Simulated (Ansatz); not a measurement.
**CH3BN2: two geometries relaxed**

Method: RKS B3LYP/6-31G*, in Ansatz 0.2.0.

### 1 The system as given

Bond lengths: N1–B2 1.460 Å, B2–C3 1.426 Å, B2–N4 1.438 Å, C3–N4 1.277 Å, N1–H5 1.047 Å, N1–H6 1.050 Å, C3–H7 1.143 Å. Angles: N1–B2–C3 151.6°, N1–B2–N4 155.4°, C3–B2–N4 53.0°, B2–N1–H5 109.6°, B2–N1–H6 112.1°, H5–N1–H6 106.5°, B2–C3–N4 64.0°, B2–C3–H7 147.8°, N4–C3–H7 148.0°, B2–N4–C3 63.0°.

Structure file:

```xyz
7

N    -0.8200    1.1213   -0.1238
B    -0.1624   -0.1660   -0.3306
C     0.8581   -1.1157   -0.0318
N    -0.0066   -1.4780   -0.8991
H    -1.4934    1.0466    0.6744
H    -0.1372    1.8775    0.1319
H     1.8227   -1.3537    0.5334
```

### 2 Relaxing end A

Input file input.yaml:

```yaml
crystal:
  periodic: [false, false, false]
  atoms:
    - { symbol: "N", position_ang: [-0.82, 1.1213, -0.1238] }
    - { symbol: B, position_ang: [-0.1624, -0.166, -0.3306] }
    - { symbol: C, position_ang: [0.8581, -1.1157, -0.0318] }
    - { symbol: "N", position_ang: [-0.0066, -1.478, -0.8991] }
    - { symbol: H, position_ang: [-1.4934, 1.0466, 0.6744] }
    - { symbol: H, position_ang: [-0.1372, 1.8775, 0.1319] }
    - { symbol: H, position_ang: [1.8227, -1.3537, 0.5334] }
basis:
  gaussian: { orbitals: "6-31G*" }
hamiltonian:
  xc: b3lyp
relax:
  f_tol: 0.015
  max_steps: 40
output:
  orbitals: {}
```

Launch:

```console
ansatz run input.yaml --threads 1 --pin off --max-ram 2048MiB --backend cpu --events-out ev --progress --plain --runs-dir out
```

**Question.** How long does this run take on 1 thread of Arm Neoverse V2, shared host, and how much memory does it need?

About 18 s, with a peak of 0.13 GiB.
